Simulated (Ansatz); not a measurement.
Runs of Ansatz 0.2.0 on CsLiCr2Te2S3. It takes space group Pm (No. 6, monoclinic). Conventional cell: a = 7.057 Å, b = 3.981 Å, c = 9.084 Å, α = 90.00°, β = 107.12°, γ = 90.00°. Cs (site symmetry m) has 3 S at 3.44 to 3.50 Å and 1 Te at 3.93 Å as nearest neighbours. Li (site symmetry m) is surrounded by 3 S at 2.21 to 2.30 Å. Around Cr (site symmetry m) lie 5 S at 2.47 to 2.63 Å and 1 Te at 2.79 Å and 2 Li at 2.81 Å. Cr (site symmetry m) is surrounded by 2 S at 2.34 to 2.50 Å. Te (site symmetry m) has 3 Cr at 2.76 to 2.79 Å as nearest neighbours. Around Te (site symmetry m) lie 1 S at 2.48 Å and 2 Cr at 2.80 Å. S (site symmetry m) has 2 Li at 2.21 Å and 1 Te at 2.48 Å and 1 Cr at 2.51 Å as nearest neighbours. Around S (site symmetry m) lie 3 Cr at 2.34 to 2.47 Å and 1 Li at 2.63 Å. The cell was built by a generator and needn't be a form met in nature.

```csv
task,level,potentials or basis,cell,k mesh,cutoff (eV),smearing,broadening,points for each segment of the path,gap on the mesh (eV),pressure (GPa),moment (μB),largest force (eV/Å)
Born charges and dielectric tensor,PBE,Ansatz PAW,as given,3 × 5 × 3,420,gaussian 0.01 eV,-,-,0.60,-,6.00,-
optical spectrum,PBE,Ansatz PAW,as given,3 × 5 × 3,420,fermi-dirac 0.05 eV,0.05 eV,-,0.60,-,6.00,-
relaxation of cell and atoms,revPBE,Ansatz PAW,relaxed,3 × 5 × 3,420,fermi-dirac 0.05 eV,-,-,(a),0.0,6.00,0.01
band structure,revPBE,Ansatz PAW,as given,4 × 7 × 3,420,fermi-dirac 0.05 eV,-,10,0.49,(b),6.00,0.12
single point,PBE,PseudoDojo standard (PBE files),as given,4 × 7 × 3,1279,fermi-dirac 0.05 eV,-,-,0.44,0.2,6.00,0.03
```

Alike in all rows: spin collinear, ferromagnetic start.

Question: Estimate the missing entries.

Answer: (a) 0.63; (b) 1.4.

Caveats: spin-orbit coupling is left out, which moves the levels of the heavy elements; only a ferromagnetic start was run, and an antiferromagnetic order may lie lower in energy; odd divisions of the mesh miss points on the zone boundary, where band edges often lie, so the gap on the mesh can be too wide (some runs); the PAW data sets come from PBE, with cores solved anew for the run's functional, which leaves a small shift of forces and pressure (some runs); the gap is small at this level, which inflates the dielectric constant (some runs); spectra need much finer meshes, so this one isn't converged (some runs); independent-particle spectra lack excitons (some runs).

A k mesh can miss the band edges, and the runs leave out spin-orbit coupling on Cs, Te.
